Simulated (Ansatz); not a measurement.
# C3H10BFSi: molecular dynamics

Aim: follow the molecule's vibrations and see whether its bonds hold. The start is relaxed first. Runs: 425 steps of 1 fs under a Nosé-Hoover thermostat at 3000 K. SMILES of the start: B[Si](C)(F)CC.

Method: UKS PBE0/STO-3G, in Ansatz 0.2.0.

**1. The structure to begin with**

Bond lengths (14 of 15 bonds, heavy atoms first): B1–Si2 1.929 Å, Si2–C3 1.844 Å, Si2–F4 1.749 Å, Si2–C5 1.864 Å, C5–C6 1.527 Å, B1–H7 1.141 Å, B1–H8 1.205 Å, C3–H9 1.098 Å, C3–H10 1.106 Å, C3–H11 1.143 Å, C5–H12 1.087 Å, C5–H13 1.102 Å, C6–H14 1.120 Å, C6–H15 1.130 Å. Angles (14 of 27 angles, heavy atoms first): B1–Si2–C3 107.4°, B1–Si2–F4 109.6°, B1–Si2–C5 112.1°, C3–Si2–F4 108.0°, C3–Si2–C5 110.5°, F4–Si2–C5 109.1°, Si2–C5–C6 112.5°, Si2–B1–H7 122.2°, Si2–B1–H8 116.6°, Si2–C3–H9 111.9°, Si2–C3–H10 112.7°, Si2–C3–H11 110.3°, Si2–C5–H12 110.4°, Si2–C5–H13 111.6°.

Coordinates:

```xyz
16

B    -0.3837   -1.1231   -1.8186
Si    0.6779    0.0210   -0.6849
C     1.4857   -1.0519    0.5785
F     1.9360    0.7816   -1.6319
C    -0.3491    1.3408    0.1387
C    -1.3981    0.7611    1.0843
H     0.0781   -1.9592   -2.4434
H    -1.5519   -0.8471   -1.9200
H     2.1909   -1.7602    0.1247
H     0.7558   -1.6061    1.1976
H     2.1060   -0.4172    1.2982
H    -0.8352    1.9642   -0.6075
H     0.2752    2.0346    0.7247
H    -2.1105    0.0920    0.5381
H    -0.9106    0.1524    1.9024
H    -1.9893    1.5944    1.5634
```

**2. Relaxing the start**

Input file input.yaml:

```yaml
crystal:
  periodic: [false, false, false]
  atoms:
    - { symbol: B, position_ang: [-0.3837, -1.1231, -1.8186] }
    - { symbol: Si, position_ang: [0.6779, 0.021, -0.6849] }
    - { symbol: C, position_ang: [1.4857, -1.0519, 0.5785] }
    - { symbol: F, position_ang: [1.936, 0.7816, -1.6319] }
    - { symbol: C, position_ang: [-0.3491, 1.3408, 0.1387] }
    - { symbol: C, position_ang: [-1.3981, 0.7611, 1.0843] }
    - { symbol: H, position_ang: [0.0781, -1.9592, -2.4434] }
    - { symbol: H, position_ang: [-1.5519, -0.8471, -1.92] }
    - { symbol: H, position_ang: [2.1909, -1.7602, 0.1247] }
    - { symbol: H, position_ang: [0.7558, -1.6061, 1.1976] }
    - { symbol: H, position_ang: [2.106, -0.4172, 1.2982] }
    - { symbol: H, position_ang: [-0.8352, 1.9642, -0.6075] }
    - { symbol: H, position_ang: [0.2752, 2.0346, 0.7247] }
    - { symbol: H, position_ang: [-2.1105, 0.092, 0.5381] }
    - { symbol: H, position_ang: [-0.9106, 0.1524, 1.9024] }
    - { symbol: H, position_ang: [-1.9893, 1.5944, 1.5634] }
magnetization:
  spin_polarized: true
basis:
  gaussian: { orbitals: STO-3G }
hamiltonian:
  xc: pbe0
relax:
  f_tol: 0.02
  max_steps: 40
```

On the command line:

```bash
ansatz run input.yaml --threads 1 --pin off --max-ram 2048MiB --backend cpu --events-out ev --progress --plain --runs-dir out
```

What it wrote (excerpt; [...] marks lines left out):

```text
Warning: RAYON_NUM_THREADS=1 ignored (pool sized by the plan → 1); use --threads N
[...]
Functional definition: PBE0
[...]
636 factors; integrals over basis functions are off by at most 1.5e-5 eV
[...]
mean field -14357.56406738 eV, -527.6307475696 hartree, gradient 8.7e-5 eV, S^2 0.000000; 0 other end points of the search recorded, 0 dependent functions left out
[...]
reference -14357.56408745 eV, -527.6307483072 hartree; 28, 28 occupied and 16, 16 virtual orbitals, 636 factors
relax step   1: F+E_penalty+E_count = -14357.56406738 eV  Δ(F+E_penalty+E_count) = +0.000e0 eV  max|allowed force component| = 2.129e0 eV/Å  Δτ_max = 0.0000 Å  (24 SCF iters, accepted)
[...]
relax step   4: F+E_penalty+E_count = -14357.92217841 eV  Δ(F+E_penalty+E_count) = -6.869e-3 eV  max|allowed force component| = 5.301e-1 eV/Å  Δτ_max = 0.1458 Å  (26 SCF iters, accepted)
[...]
relax step   7: F+E_penalty+E_count = -14357.94470730 eV  Δ(F+E_penalty+E_count) = -6.230e-3 eV  max|allowed force component| = 8.668e-2 eV/Å  Δτ_max = 0.0999 Å  (25 SCF iters, accepted)
[...]
relax step  10: F+E_penalty+E_count = -14357.95650244 eV  Δ(F+E_penalty+E_count) = -4.437e-3 eV  max|allowed force component| = 2.166e-2 eV/Å  Δτ_max = 0.0973 Å  (25 SCF iters, accepted)
[...]
relax step  13: F+E_penalty+E_count = -14357.78042734 eV  Δ(F+E_penalty+E_count) = +1.822e-1 eV  max|allowed force component| = 1.803e0 eV/Å  Δτ_max = 0.1247 Å  (26 SCF iters, rejected (line search))
[...]
relax step  14: F+E_penalty+E_count = -14357.96484160 eV  Δ(F+E_penalty+E_count) = -2.246e-3 eV  max|allowed force component| = 5.836e-2 eV/Å  Δτ_max = 0.0623 Å  (26 SCF iters, accepted)
[...]
636 factors; integrals over basis functions are off by at most 1.6e-5 eV
```

**3. The output, continued: start relaxed**

The log, continued (excerpt; [...] marks lines left out):

```text
mean field -14357.96474446 eV, -527.6454721807 hartree, gradient 1.0e-5 eV, S^2 0.000000; 0 other end points of the search recorded, 0 dependent functions left out
[...]
reference -14357.96476460 eV, -527.6454729211 hartree; 28, 28 occupied and 16, 16 virtual orbitals, 636 factors
relax step  15: F+E_penalty+E_count = -14357.96474446 eV  Δ(F+E_penalty+E_count) = +9.715e-5 eV  max|allowed force component| = 2.120e-1 eV/Å  Δτ_max = 0.0977 Å  (24 SCF iters, rejected (line search))
[...]
relax step  17: F+E_penalty+E_count = -14357.96535650 eV  Δ(F+E_penalty+E_count) = -5.149e-4 eV  max|allowed force component| = 3.151e-2 eV/Å  Δτ_max = 0.0244 Å  (22 SCF iters, accepted)
[...]
relax step  19: F+E_penalty+E_count = -14357.96600317 eV  Δ(F+E_penalty+E_count) = -5.365e-5 eV  max|allowed force component| = 6.866e-2 eV/Å  Δτ_max = 0.0449 Å  (26 SCF iters, accepted)
[...]
Atom 6 at    -0.185316    -1.262516    -2.999215 Å, force    -0.001972     0.000196     0.005246 eV/Å
Atom 7 at    -1.330550    -1.687076    -1.418413 Å, force     0.004333     0.002113    -0.003334 eV/Å
Atom 8 at     2.172137    -1.819130     0.227193 Å, force    -0.000447     0.000276    -0.000377 eV/Å
Atom 9 at     0.729970    -1.589856     1.221061 Å, force     0.000303     0.000136    -0.000246 eV/Å
Atom 10 at     2.081232    -0.457224     1.348331 Å, force     0.000194    -0.000183     0.000447 eV/Å
Atom 11 at    -0.761271     1.993593    -0.648797 Å, force     0.000024     0.000698     0.000625 eV/Å
Atom 12 at     0.357147     2.008993     0.707206 Å, force     0.000130    -0.000562    -0.000131 eV/Å
Atom 13 at    -2.130385     0.190241     0.497841 Å, force    -0.000108     0.000511     0.000265 eV/Å
Atom 14 at    -1.002776     0.221677     1.867545 Å, force    -0.000599    -0.000024    -0.000150 eV/Å
Atom 15 at    -1.989203     1.648462     1.498625 Å, force    -0.000256    -0.000124    -0.000234 eV/Å
Dipole moment:    -0.103738    -0.056952     0.096875 e Å
```

Run time: 79 s. Hardware: 1 thread of Intel Xeon 6975P-C (Granite Rapids), shared host; peak memory 0.19 GiB.

Step by step:

| step | energy from step 1 (eV) | largest force component (eV/Å) |
| --- | --- | --- |
| 1 | 0.0000 | 2.1293 |
| 2 | -0.2298 | 1.2373 |
| 3 | -0.3512 | 0.4126 |
| 4 | -0.3581 | 0.5301 |
| 5x | -0.0878 | 1.6920 |
| 6 | -0.3744 | 0.1732 |
| 7 | -0.3806 | 0.0867 |
| 8 | -0.3880 | 0.0508 |
| 9x | -0.3829 | 0.5890 |
| 10 | -0.3924 | 0.0217 |
| 11 | -0.3950 | 0.1686 |
| 12 | -0.3985 | 0.1278 |
| 13x | -0.2164 | 1.8033 |
| 14 | -0.4008 | 0.0584 |
| 15x | -0.4007 | 0.2120 |
| 16x | -0.4007 | 0.1183 |
| 17 | -0.4013 | 0.0315 |
| 18 | -0.4019 | 0.0364 |
| 19 | -0.4019 | 0.0687 |
| 20x | -0.4017 | 0.1398 |
| 21 | -0.4023 | 0.0341 |
| 22 | -0.4024 | 0.0217 |
| 23 | -0.4025 | 0.0329 |
| 24 | -0.4025 | 0.0244 |
| 25 | -0.4026 | 0.0052 |

Step 1 is the start. 6 steps were tried and not accepted (marked x).

After: Bond lengths (14 of 15 bonds, heavy atoms first): B1–Si2 1.966 Å, Si2–C3 1.881 Å, Si2–F4 1.648 Å, Si2–C5 1.893 Å, C5–C6 1.544 Å, B1–H7 1.174 Å, B1–H8 1.174 Å, C3–H9 1.094 Å, C3–H10 1.094 Å, C3–H11 1.094 Å, C5–H12 1.098 Å, C5–H13 1.098 Å, C6–H14 1.098 Å, C6–H15 1.098 Å. Angles (14 of 27 angles, heavy atoms first): B1–Si2–C3 109.5°, B1–Si2–F4 112.2°, B1–Si2–C5 110.6°, C3–Si2–F4 108.1°, C3–Si2–C5 108.8°, F4–Si2–C5 107.5°, Si2–C5–C6 113.8°, Si2–B1–H7 122.7°, Si2–B1–H8 120.7°, Si2–C3–H9 111.6°, Si2–C3–H10 110.8°, Si2–C3–H11 111.2°, Si2–C5–H12 109.7°, Si2–C5–H13 108.9°.

**4. The run**

425 steps of 1 fs under a Nosé-Hoover thermostat at 3000 K, from the relaxed start.

Input file input.yaml:

```yaml
crystal:
  periodic: [false, false, false]
  atoms:
    - { symbol: B, position_ang: [-0.400284, -1.119823, -1.85439] }
    - { symbol: Si, position_ang: [0.725241, -0.000216, -0.694509] }
    - { symbol: C, position_ang: [1.500187, -1.065231, 0.648276] }
    - { symbol: F, position_ang: [1.940559, 0.735046, -1.529369] }
    - { symbol: C, position_ang: [-0.307825, 1.358278, 0.12353] }
    - { symbol: C, position_ang: [-1.421665, 0.822082, 1.049384] }
    - { symbol: H, position_ang: [-0.185316, -1.262516, -2.999215] }
    - { symbol: H, position_ang: [-1.33055, -1.687076, -1.418413] }
    - { symbol: H, position_ang: [2.172137, -1.81913, 0.227193] }
    - { symbol: H, position_ang: [0.72997, -1.589856, 1.221061] }
    - { symbol: H, position_ang: [2.081232, -0.457224, 1.348331] }
    - { symbol: H, position_ang: [-0.761271, 1.993593, -0.648797] }
    - { symbol: H, position_ang: [0.357147, 2.008993, 0.707206] }
    - { symbol: H, position_ang: [-2.130385, 0.190241, 0.497841] }
    - { symbol: H, position_ang: [-1.002776, 0.221677, 1.867545] }
    - { symbol: H, position_ang: [-1.989203, 1.648462, 1.498625] }
magnetization:
  spin_polarized: true
basis:
  gaussian: { orbitals: STO-3G }
hamiltonian:
  xc: pbe0
md:
  timestep: 1.0
  n_steps: 425
  ensemble: nvt_nose_hoover
  temperature: 3000.0
  initial_velocities: maxwell_boltzmann
  seed: 431337
  nose_hoover: { tau: 20.0, chain_length: 3 }
```

On the command line:

```bash
ansatz run input.yaml --threads 1 --pin off --max-ram 2048MiB --backend cpu --events-out ev --progress --plain --runs-dir out
```

What it wrote (excerpt; [...] marks lines left out):

```text
Warning: RAYON_NUM_THREADS=1 ignored (pool sized by the plan → 1); use --threads N
[...]
[... 1 set-up line as earlier in the session ...]
[...]
637 factors; integrals over basis functions are off by at most 1.3e-5 eV
[...]
mean field -14357.96663918 eV, -527.6455418106 hartree, gradient 3.0e-5 eV, S^2 0.000000; 0 other end points of the search recorded, 0 dependent functions left out
[...]
reference -14357.96665951 eV, -527.6455425575 hartree; 28, 28 occupied and 16, 16 virtual orbitals, 637 factors
md step     0: t =     0.00 fs  T =  3000.0 K  F+E_penalty+E_count = -14357.96663918 eV  E_kin = 5.428920 eV  conserved = -14352.53771923 eV  (25 SCF iters)
[...]
md step    20: t =    20.00 fs  T =  2996.2 K  F+E_penalty+E_count = -14356.57359106 eV  E_kin = 5.421953 eV  conserved = -14352.51854914 eV  (27 SCF iters)
[...]
md step    40: t =    40.00 fs  T =  2167.8 K  F+E_penalty+E_count = -14353.22489150 eV  E_kin = 3.922977 eV  conserved = -14352.35279258 eV  (29 SCF iters)
[...]
md step    60: t =    60.00 fs  T =  2949.8 K  F+E_penalty+E_count = -14352.81569128 eV  E_kin = 5.338079 eV  conserved = -14352.42238223 eV  (29 SCF iters)
[...]
md step    78: t =    78.00 fs  T =  2993.3 K  F+E_penalty+E_count = -14350.88139691 eV  E_kin = 5.416815 eV  conserved = -14352.18449535 eV  (31 SCF iters)
md step    79: t =    79.00 fs  T =  3470.4 K  F+E_penalty+E_count = -14351.68149878 eV  E_kin = 6.280123 eV  conserved = -14352.21140734 eV  (29 SCF iters)
```

**5. The output, continued: dynamics from the start**

Output, continued (excerpt; [...] marks lines left out):

```text
md step    80: t =    80.00 fs  T =  3842.9 K  F+E_penalty+E_count = -14352.36145771 eV  E_kin = 6.954269 eV  conserved = -14352.31244376 eV  (29 SCF iters)
[...]
md step   106: t =   106.00 fs  T =  3994.4 K  F+E_penalty+E_count = -14351.87174047 eV  E_kin = 7.228359 eV  conserved = -14352.19868429 eV  (29 SCF iters)
[...]
md step   132: t =   132.00 fs  T =  1737.7 K  F+E_penalty+E_count = -14351.34919517 eV  E_kin = 3.144664 eV  conserved = -14352.17665511 eV  (29 SCF iters)
[...]
md step   158: t =   158.00 fs  T =  2805.4 K  F+E_penalty+E_count = -14353.19120363 eV  E_kin = 5.076849 eV  conserved = -14352.22763946 eV  (27 SCF iters)
[...]
md step   184: t =   184.00 fs  T =  3877.1 K  F+E_penalty+E_count = -14353.44466258 eV  E_kin = 7.016168 eV  conserved = -14352.23659066 eV  (27 SCF iters)
md step   185: t =   185.00 fs  T =  3696.5 K  F+E_penalty+E_count = -14353.09487417 eV  E_kin = 6.689348 eV  conserved = -14352.25590426 eV  (28 SCF iters)
```

**6. The output, continued: dynamics from the start**

The log, continued (excerpt; [...] marks lines left out):

```text
md step   186: t =   186.00 fs  T =  3375.4 K  F+E_penalty+E_count = -14352.30691065 eV  E_kin = 6.108203 eV  conserved = -14352.08091910 eV  (28 SCF iters)
[...]
md step   206: t =   206.00 fs  T =  2680.0 K  F+E_penalty+E_count = -14350.58830910 eV  E_kin = 4.849824 eV  conserved = -14352.13908311 eV  (28 SCF iters)
[...]
md step   226: t =   226.00 fs  T =  2651.3 K  F+E_penalty+E_count = -14350.05888517 eV  E_kin = 4.797989 eV  conserved = -14352.11607599 eV  (29 SCF iters)
[...]
md step   246: t =   246.00 fs  T =  3025.8 K  F+E_penalty+E_count = -14351.04730627 eV  E_kin = 5.475542 eV  conserved = -14352.26085142 eV  (31 SCF iters)
[...]
md step   424: t =   424.00 fs  T =  2627.2 K  F+E_penalty+E_count = -14352.27978716 eV  E_kin = 4.754202 eV  conserved = -14352.24149404 eV  (28 SCF iters)
[...]
Atom 6 at    -0.951028    -2.263285    -1.886614 Å, force    -1.003482     0.860588    -0.149032 eV/Å
Atom 7 at     0.236996    -2.720405    -0.721620 Å, force     3.987611    -6.528326     2.745495 eV/Å
Atom 8 at     2.789268     0.330120     1.113459 Å, force    -0.956830     0.369804    -0.035141 eV/Å
Atom 9 at     3.016263    -0.941436    -0.065852 Å, force     1.019790    -0.197777    -1.191830 eV/Å
Atom 10 at     1.935465    -1.523423     1.303239 Å, force     1.634323     4.879637    -2.517606 eV/Å
Atom 11 at     0.276559     0.867989     1.606005 Å, force    -1.849397     0.166719    -2.756917 eV/Å
Atom 12 at    -1.337448     0.345134     1.009381 Å, force     0.643358     1.946647    -1.017971 eV/Å
Atom 13 at     0.151075     2.876521     0.850668 Å, force     0.055992     1.596126     1.314336 eV/Å
Atom 14 at     0.125133     2.606228    -0.785742 Å, force     1.355960    -0.563785    -2.486041 eV/Å
Atom 15 at    -1.597795     2.908079    -0.157408 Å, force     4.966542    -2.319218     1.621406 eV/Å
Dipole moment:    -0.161511    -0.116269     0.190822 e Å
```

It took 21 min on 1 thread of Intel Xeon 6975P-C (Granite Rapids), shared host; peak memory 0.19 GiB.

**7. The trajectory**

The trajectory, every 31 steps (energies from step 0):

| time (fs) | T (K) | potential energy change (meV/atom) | conserved energy change (meV/atom) |
| --- | --- | --- | --- |
| 0.0 | 3000 | 0.0 | 0.00 |
| 31.0 | 2304 | 239.0 | 11.64 |
| 62.0 | 2513 | 391.3 | 13.91 |
| 93.0 | 3174 | 487.3 | 26.39 |
| 124.0 | 3445 | 265.1 | 12.24 |
| 155.0 | 1993 | 383.4 | 22.35 |
| 186.0 | 3375 | 353.7 | 28.55 |
| 217.0 | 2666 | 476.2 | 26.29 |
| 248.0 | 1969 | 565.2 | 33.59 |
| 279.0 | 1961 | 406.9 | 23.40 |
| 310.0 | 2542 | 297.6 | 18.30 |
| 341.0 | 3563 | 431.3 | 23.27 |
| 372.0 | 2628 | 479.3 | 25.76 |
| 403.0 | 2614 | 347.2 | 13.14 |
| 425.0 | 2773 | 337.7 | 15.76 |

time (fs), T (K) and a bar:
```
      0.0       3000 ##############
     18.0       2237 ########
     37.0       2736 ############
     55.0       1351 
     74.0       2521 ##########
     92.0       3356 ##################
    111.0       3731 #####################
    129.0       2795 #############
    148.0       2985 ##############
    166.0       2705 ############
    185.0       3697 #####################
    203.0       3307 #################
    222.0       4772 ##############################
    240.0       3902 ######################
    259.0       3328 #################
    277.0       1704 ###
    296.0       2425 #########
    314.0       2712 ############
    333.0       3764 #####################
    351.0       3966 #######################
    370.0       2704 ############
    388.0       2869 #############
    407.0       2222 ########
    425.0       2773 ############
```

Maxima of the velocity power spectrum (cm⁻¹, relative height; resolution about 160 cm⁻¹): 270 (54), 800 (88), 940 (100), 1430 (79), 1530 (87), 2770 (75), 3280 (63).

**8. Snapshots as a file**

Extended XYZ, with forces in eV/Å:

```xyz
16
time_fs=71.0 T=3293 dE=6.0041
B    -0.883   -0.649   -1.734    5.584   -0.908   -1.519
Si    0.828    0.102   -0.758   -8.613    0.945    7.061
C     1.589   -0.681    0.788    4.657    1.702  -10.592
F     2.044    0.195   -1.623    5.425    1.403   -4.743
C    -0.238    1.419    0.353   -2.063   -1.828   -0.207
C    -1.513    0.456    0.851    0.311    3.369   -6.791
H    -1.634    0.089   -2.391    0.569   -1.761    1.222
H    -0.174   -1.755   -2.061   -3.897    1.845    0.200
H     2.560   -0.320    1.005    1.830    0.678   -0.876
H     1.686   -1.647    0.698    0.362   -6.620   -0.161
H     1.194   -0.422    1.554   -7.236    3.137   11.219
H    -0.702    2.300   -0.172    0.566   -0.746    0.470
H     0.043    1.702    1.382    1.197    0.615   -0.630
H    -1.876   -0.277    0.078    0.701    0.157   -0.663
H    -1.217   -0.191    1.572    0.598   -1.698    4.221
H    -2.387    1.123    0.843    0.009   -0.291    1.788
16
time_fs=142.0 T=2199 dE=5.4156
B    -0.557   -1.168   -1.433    0.061   -4.462   -0.419
Si    0.946   -0.161   -0.599   -6.029    1.883    1.183
C     1.702   -1.349    0.576    4.045   -7.368    1.996
F     1.657    0.921   -1.575    1.858   -0.320   -0.807
C    -0.221    1.329    0.108    2.670    1.835    3.564
C    -1.612    1.324    0.626   -5.683   -3.820    4.370
H    -0.491   -1.262   -2.669   -0.945    0.373    1.596
H    -1.279   -2.209   -0.788    2.030    3.868   -1.925
H     1.603   -1.534    1.716   -0.746    2.025   -1.822
H     2.911   -1.395    0.518   -3.269    0.204   -0.398
H     1.351   -2.601    0.299    1.409    5.104    0.196
H    -0.104    2.197   -0.546    0.073   -0.220   -0.780
H     0.183    1.746    1.068    1.578   -0.461   -0.846
H    -2.288    1.005   -0.074   -2.158   -1.338   -3.435
H    -1.914    0.509    1.441    2.217    1.092   -1.776
H    -2.348    2.039    1.118    2.889    1.606   -0.696
16
time_fs=212.0 T=4064 dE=4.6690
B    -0.399   -1.255   -1.711    2.804    1.766    2.142
Si    0.624   -0.006   -0.569    2.558   -3.646   -2.919
C     1.923   -1.047    0.488   -2.104    4.352    3.867
F     1.772    0.413   -1.804   -1.233    1.049    2.032
C    -0.082    1.127    0.700   -4.752    1.844   -0.706
C    -1.695    1.462    0.590    0.690    4.368   -0.860
H     0.179   -2.033   -2.258    1.226   -0.550   -2.395
H    -1.133   -1.784   -1.160   -4.492   -1.715    1.776
H     1.971   -1.926    1.174    0.202   -0.523   -2.255
H     1.746   -0.327    1.379    0.124   -0.963   -0.921
H     2.817   -0.503    0.191    1.356   -1.664   -0.701
H     0.298    2.075    0.387    0.622    1.490   -0.006
H     0.085    1.104    1.769    0.830   -1.113    0.388
H    -1.939    2.029   -0.327    1.214   -0.462   -0.838
H    -2.573    0.860    0.566   -0.141   -2.581    0.932
H    -2.010    2.343    1.242    1.097   -1.651    0.464
16
time_fs=283.0 T=2984 dE=4.3039
B    -0.859   -1.405   -1.112    4.187    2.397   -4.411
Si    0.731   -0.152   -0.526   -1.128   -1.863   -1.146
C     2.061   -1.099    0.383   -0.491   -0.525    1.541
F     1.492    0.823   -1.586    0.114   -0.030   -1.042
C     0.048    1.139    0.579   -1.537    1.982   -2.027
C    -1.428    1.510   -0.054    1.822   -8.422    1.973
H    -1.012   -1.718   -2.304   -0.634    0.969    1.794
H    -0.892   -2.226   -0.420   -1.420   -2.841    2.870
H     2.989   -1.716    0.113   -2.651    0.107    0.184
H     1.522   -1.217    1.355   -0.177   -3.306   -0.808
H     2.482   -0.327    0.913    2.993    3.951    0.148
H     0.832    1.885    0.705   -0.358    0.961   -0.465
H    -0.307    0.940    1.526    0.305   -1.380    3.096
H    -1.830    2.462   -0.007   -0.910    2.856   -0.378
H    -1.522    0.847   -1.009   -0.270    2.534    1.084
H    -1.973    0.781    0.733    0.154    2.610   -2.414
16
time_fs=354.0 T=5382 dE=4.0260
B    -0.475   -1.676   -0.935   -0.150    4.289   -1.404
Si    0.749   -0.161   -0.338   -0.333    1.387   -2.021
C     2.337   -1.001    0.266   -2.718    1.360    3.447
F     1.188    0.555   -1.838   -1.146   -0.410    1.662
C    -0.455    1.019    0.725   -0.546   -2.190    1.138
C    -1.122    2.075   -0.167    9.355    2.092   -1.640
H    -1.462   -1.270   -1.480   -0.033   -0.665    1.059
H    -0.018   -2.525   -1.488    0.760   -2.471   -0.237
H     3.414   -1.023   -0.020   -1.235    0.638   -0.074
H     1.785   -1.924    0.077    1.808   -1.258    0.942
H     2.115   -0.664    1.385    1.813   -1.841   -2.186
H    -0.263    1.589    1.681    1.148   -1.301   -0.894
H    -1.279    0.260    1.039    1.507    1.402   -0.571
H    -2.042    1.871   -0.190   -9.579   -2.348   -1.359
H    -1.119    2.966    0.458    0.682    1.077   -0.953
H    -0.647    2.160   -1.260   -1.333    0.238    3.089
16
time_fs=425.0 T=2773 dE=5.4027
B    -0.312   -1.921   -0.985   -3.742    1.804   -3.437
Si    0.455   -0.379   -0.471    5.496    6.790   -0.865
C     2.275   -0.430    0.509   -4.364   -6.603    2.154
F     0.851    0.507   -1.966   -0.821   -1.711    2.359
C    -0.399    0.873    0.607    0.459   -0.798    3.704
C    -0.391    2.369    0.093   -6.882    0.308    0.557
H    -0.951   -2.263   -1.887   -1.004    0.861   -0.149
H     0.237   -2.720   -0.722    3.988   -6.528    2.745
H     2.789    0.330    1.113   -0.957    0.370   -0.035
H     3.016   -0.941   -0.066    1.020   -0.198   -1.192
H     1.935   -1.523    1.303    1.634    4.880   -2.518
H     0.277    0.868    1.606   -1.849    0.167   -2.757
H    -1.337    0.345    1.009    0.643    1.947   -1.018
H     0.151    2.877    0.851    0.056    1.596    1.314
H     0.125    2.606   -0.786    1.356   -0.564   -2.486
H    -1.598    2.908   -0.157    4.966   -2.319    1.621
```

**9. Outcome**

| quantity | value |
| --- | --- |
| relaxation of the start | 18 moves, 0.403 eV lower |
| length | 425 steps of 1 fs |
| temperature, first and last step | 3000 and 2773 K |
| temperature, second half | mean 3116 K, from 1598 to 5382 K |
| potential energy, second half | +360 meV/atom from the start |
| largest change of the conserved energy | 42.15 meV/atom |
| bonds formed or broken | 0 |

**Reading.** Against a set 3000 K the second half averages 3116 K with a spread of 714 K. The conserved energy strays from its start by at most 42.15 meV/atom, 13 % of the mean kinetic energy, which is poor: the step of 1 fs is too long for the fastest motion. The bonding pattern survives the run. Averages from a run of 425 fs with 16 atoms are rough. The nuclei move classically, without zero-point motion, which matters most for hydrogen. The basis is very small, so the numbers are rough.
